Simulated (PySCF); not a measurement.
# C7H12O (4-methoxycyclohexene): the cost of one run

Computed with PySCF 2.14.0 and routines of our own; the level stands in each step. Atoms count from 0.

### Step 1. The system as given

20 atoms, charge 0, multiplicity 1; geometry from: GFN2-xTB.

### Step 2. Magnetic properties: GIAO PBE/pcSseg-1

What the job is given:

```
{"job": {"kind": "mag", "xc": "PBE", "basis": "pcSseg-1", "isotopologues": 2}, "charge": 0, "multiplicity": 1}
C      2.836368     0.416612     0.012957
O      1.807893    -0.479853     0.340758
C      0.497770     0.037334     0.187799
C      0.098789     0.210573    -1.283411
C     -1.381298     0.374361    -1.443197
C     -2.260604     0.125550    -0.487822
C     -1.874780    -0.372100     0.870447
C     -0.460843    -0.942656     0.860440
H      2.864756     0.638094    -1.060094
H      3.767634    -0.069040     0.299766
H      2.733110     1.359894     0.565369
H      0.433488     1.015331     0.696489
H      0.432629    -0.672211    -1.839452
H      0.601903     1.079173    -1.717238
H     -1.709128     0.716150    -2.415827
H     -3.316632     0.281815    -0.659039
H     -2.582734    -1.137297     1.196899
H     -1.941262     0.453590     1.587228
H     -0.438723    -1.879635     0.302572
H     -0.113487    -1.145003     1.873835
```

Method: GIAO PBE/pcSseg-1 magnetisability, rotational g tensor and spin-rotation constants, non-relativistic, gas phase.

On the command line:

```console
OMP_NUM_THREADS=1 python excited_run.py task.json out
```

One launch serves the whole session: the jobs run in the order shown.

**Question.** How long does this first job take on 1 thread of Arm Neoverse V1, shared host, and how much memory does it need?

About 55 s, with a peak of 0.78 GiB.
